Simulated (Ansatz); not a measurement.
# H6O2Sn: the cost of one run

All numbers below are computed with Ansatz 0.2.0 (RHF/def2-SVP).

**1. The structure to begin with**

Bond lengths: Sn1–H3 1.740 Å, Sn1–O4 1.959 Å, O4–H5 1.010 Å, Sn1–H6 1.739 Å, Sn1–O7 2.260 Å, O7–H8 1.010 Å. Angles: H3–Sn1–O4 109.5°, H3–Sn1–H6 109.5°, H3–Sn1–O7 75.6°, O4–Sn1–H6 109.5°, O4–Sn1–O7 64.5°, H6–Sn1–O7 173.5°, Sn1–O4–H5 109.5°, Sn1–O7–H8 109.5°.

Coordinates:

```xyz
9

Sn    0.0000    0.0000    0.0000
H     0.0000    0.0000    2.0900
H     1.6408    0.0000   -0.5794
O    -0.9232    1.5994   -0.6527
H    -1.8810    1.3686   -0.8751
H    -0.8195   -1.4198   -0.5794
O     0.8472    1.9703    0.7126
H     1.6383    1.7984    1.3166
H     0.4203    0.9774    1.9402
```

**2. Pulling towards end A**

Springs on the bonds that form and break draw the guess towards this end; the thresholds are loose.

input.yaml

```yaml
crystal:
  periodic: [false, false, false]
  atoms:
    - { symbol: Sn, position_ang: [0.0, 0.0, 0.0] }
    - { symbol: H, position_ang: [0.0, 0.0, 2.09] }
    - { symbol: H, position_ang: [1.6408, 0.0, -0.5794] }
    - { symbol: O, position_ang: [-0.9232, 1.5994, -0.6527] }
    - { symbol: H, position_ang: [-1.881, 1.3686, -0.8751] }
    - { symbol: H, position_ang: [-0.8195, -1.4198, -0.5794] }
    - { symbol: O, position_ang: [0.8472, 1.9703, 0.7126] }
    - { symbol: H, position_ang: [1.6383, 1.7984, 1.3166] }
    - { symbol: H, position_ang: [0.4203, 0.9774, 1.9402] }
basis:
  gaussian: { orbitals: def2-SVP }
hamiltonian:
  xc: hf
relax:
  f_tol: 0.15
  max_steps: 25
  restrain:
    - { distance: [0, 6], at: 3.16, k: 30.0 }
    - { distance: [8, 1], at: 1.86, k: 30.0 }
    - { distance: [0, 1], at: 1.74, k: 30.0 }
    - { distance: [8, 6], at: 1.01, k: 30.0 }
output:
  orbitals: {}
```

The run is started by

```
$ ansatz run input.yaml --threads 1 --pin off --max-ram 2048MiB --backend cpu --events-out ev --progress --plain --runs-dir out
```

Q: Estimate wall time and peak memory on 1 thread of Arm Neoverse V1, shared host.

About 19 s, with a peak of 0.16 GiB.
